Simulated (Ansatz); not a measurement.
**SnN₂H₆: a ladder of functionals and wavefunction methods**

An exercise on one series of results from a longer session: the logs are not shown, and one member is left open.

Program: Ansatz 0.2.0, Gaussian basis. Level of theory: functionals in def2-TZVPP, the program's frozen cores in correlated methods. These are calculated values, not measurements.

The runs, in order: LDA (SPW92), PBE-D4, revPBE-D4, BLYP-D4, r2SCAN-D4, B97M-V, PBE0-D4, B3LYP-D4, r2SCANh-D4, r2SCAN0-D4, HSE06-D4, BHLYP-D4, CAM-B3LYP-D4, LC-ωPBE, ωB97X-V, ωB97M-V, B2PLYP, PBE-QIDH; CCSD(T)/def2-SVP; CCSD(T)/def2-TZVPP; MP2/def2-QZVPP; extrapolation to the limit; RPA on PBE.

**The relaxed structure**

All runs share one geometry, relaxed beforehand with PBE0-D4 in a triple-zeta def2 set. Sn takes the def2 core potential; no spin-orbit term is included.

SMILES `[NH2][SnH2][NH2]`, 9 atoms, charge 0, spin multiplicity 1.

Atoms are counted from 1 here; the program's logs count them from 0.

Bond lengths: N1–Sn2 2.021 Å, N1–H4 1.011 Å, N1–H5 1.012 Å, Sn2–N3 2.021 Å, Sn2–H6 1.714 Å, Sn2–H7 1.714 Å, N3–H8 1.012 Å, N3–H9 1.011 Å. Angles: Sn2–N1–H4 114.6°, Sn2–N1–H5 113.7°, H4–N1–H5 108.1°, N1–Sn2–N3 101.5°, N1–Sn2–H6 116.6°, N1–Sn2–H7 105.1°, N3–Sn2–H6 105.2°, N3–Sn2–H7 116.6°, H6–Sn2–H7 111.8°, Sn2–N3–H8 113.6°, Sn2–N3–H9 114.6°, H8–N3–H9 108.1°.

The first run:

File in.yaml:

```yaml
crystal:
  periodic: [false, false, false]
  atoms:
    - {symbol: N, position_ang: [-1.100394, 0.202315, -1.246275]}
    - {symbol: Sn, position_ang: [0.588492, 0.295381, -0.139623]}
    - {symbol: N, position_ang: [0.055788, -0.764473, 1.497206]}
    - {symbol: H, position_ang: [-0.999704, 0.533702, -2.196463]}
    - {symbol: H, position_ang: [-1.887267, 0.681017, -0.827786]}
    - {symbol: H, position_ang: [1.034659, 1.840937, 0.452850]}
    - {symbol: H, position_ang: [1.810662, -0.384833, -1.130955]}
    - {symbol: H, position_ang: [-0.123262, -1.741833, 1.306853]}
    - {symbol: H, position_ang: [0.709528, -0.708512, 2.266894]}
basis:
  gaussian: {orbitals: def2-TZVPP}
hamiltonian: {xc: lda}
output: {orbitals: {seedname: orbitals}}
```

Started as:

```sh
> ansatz run in.yaml --threads 4 --pin off --events-out ev --progress --plain --max-ram 10444MiB
```

Steps of the session up to this table: LDA; PBE-D4 (GGA); revPBE-D4 (GGA); BLYP-D4 (GGA); r2SCAN-D4 (meta-GGA); B97M-V (meta-GGA); PBE0-D4 (hybrid); B3LYP-D4 (hybrid); r2SCANh-D4 (hybrid); r2SCAN0-D4 (hybrid); HSE06-D4 (hybrid); BHLYP-D4 (hybrid); CAM-B3LYP-D4 (range-separated); LC-ωPBE (range-separated); ωB97X-V (range-separated); ωB97M-V (range-separated); B2PLYP (double hybrid); PBE-QIDH (double hybrid).

One table of the session follows, with a row left open; its other results are not shown here.

It belongs to the step «Frontier levels by functional». 

```
  functional  HOMO (eV)  gap (eV)
 LDA (SPW92)      -5.82      4.92
      PBE-D4          ?         ?
   revPBE-D4      -5.62      5.00
     BLYP-D4      -5.56      4.89
   r2SCAN-D4      -5.97      5.70
      B97M-V      -6.08      5.49
     PBE0-D4      -7.08      7.09
    B3LYP-D4      -6.84      6.58
  r2SCANh-D4      -6.50      6.46
  r2SCAN0-D4      -7.29      7.58
    HSE06-D4      -6.68      6.33
    BHLYP-D4      -8.40      9.01
CAM-B3LYP-D4      -8.50      9.26
     LC-ωPBE      -9.91     11.79
     ωB97X-V      -9.54     11.26
     ωB97M-V      -9.44     10.77
```

Estimate the missing values for PBE-D4.

The run gave: HOMO (eV): -5.68; gap (eV): 4.97. In the column «HOMO (eV)» it lies between LDA (SPW92) (-5.82) and revPBE-D4 (-5.62).
